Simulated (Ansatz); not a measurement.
# V2O5: the cost of one run

Program: Ansatz 0.2.0. Level of theory: DFT r2SCAN, scalar-relativistic, plane waves, PAW. These are calculated values, not measurements.

## Step 1: Starting point

Symmetry: Pmmn, No. 59, orthorhombic system. The conventional cell has a = 3.540 Å, b = 11.522 Å, c = 4.373 Å, α = 90.00°, β = 90.00°, γ = 90.00°. V (site symmetry m) is surrounded by 5 O at 1.57 to 2.03 Å. O (site symmetry m) is surrounded by 1 V at 1.57 Å. O (site symmetry m) is surrounded by 3 V at 1.87 to 2.03 Å. Around O (site symmetry mm2) lie 2 V at 1.77 Å.

Structure file:

```
CELL_PARAMETERS angstrom
3.54015 0.00000 0.00000
0.00000 11.52169 0.00000
0.00000 0.00000 4.37305
ATOMIC_POSITIONS crystal
V 0.00000 0.85163 0.11278
V 0.00000 0.14837 0.11278
V 0.50000 0.35163 0.88722
V 0.50000 0.64837 0.88722
O 0.00000 0.85387 0.47244
O 0.00000 0.14613 0.47244
O 0.50000 0.35387 0.52756
O 0.50000 0.64613 0.52756
O 0.00000 0.68138 0.99481
O 0.00000 0.31862 0.99481
O 0.50000 0.18138 0.00519
O 0.50000 0.81862 0.00519
O 0.00000 0.00000 0.00530
O 0.50000 0.50000 0.99470
```

This cell was relaxed beforehand with the same method: volume 12.74 Å³/atom, gap on the mesh 2.20 eV.

## Step 2: Volume × 0.97

File input.yaml:

```yaml
crystal:
  lattice:
    - [3.5043841999, 0.0, 0.0]
    - [0.0, 11.4053033614, 0.0]
    - [0.0, 0.0, 4.328874633]
  atoms:
    - { symbol: V, position: [0.0, 0.8516300674, 0.1127806365] }
    - { symbol: V, position: [0.0, 0.1483699326, 0.1127806365] }
    - { symbol: V, position: [0.5, 0.3516300674, 0.8872193635] }
    - { symbol: V, position: [0.5, 0.6483699326, 0.8872193635] }
    - { symbol: O, position: [0.0, 0.853869338, 0.4724449007] }
    - { symbol: O, position: [0.0, 0.146130662, 0.4724449007] }
    - { symbol: O, position: [0.5, 0.353869338, 0.5275550993] }
    - { symbol: O, position: [0.5, 0.646130662, 0.5275550993] }
    - { symbol: O, position: [0.0, 0.6813820127, 0.9948077318] }
    - { symbol: O, position: [0.0, 0.3186179873, 0.9948077318] }
    - { symbol: O, position: [0.5, 0.1813820127, 0.0051922682] }
    - { symbol: O, position: [0.5, 0.8186179873, 0.0051922682] }
    - { symbol: O, position: [0.0, 0.0, 1.0052998732] }
    - { symbol: O, position: [0.5, 0.5, -0.0052998732] }
basis:
  ecutwfc: 500
kpoints:
  mp_grid: { grid: [8, 4, 6] }
hamiltonian:
  xc: r2scan
scf:
  occupations: { method: gaussian, width: 0.02 }
output:
  forces: true
  stress: true
  eigenvalues: true
relax:
  adjacent_minimum: "off"
  f_tol: 0.01
  max_steps: 30
  cell: { stress_tol: 0.1, fix: [volume] }
```

On the command line:

```
$ ansatz run input.yaml --threads 8 --pin off --max-ram 22528MiB --backend cpu --events-out ev --progress --plain --runs-dir out
```

Q: Estimate wall time and peak memory on 8 threads of Arm Neoverse V1, shared host.

About 92 s, with a peak of 1.8 GiB.
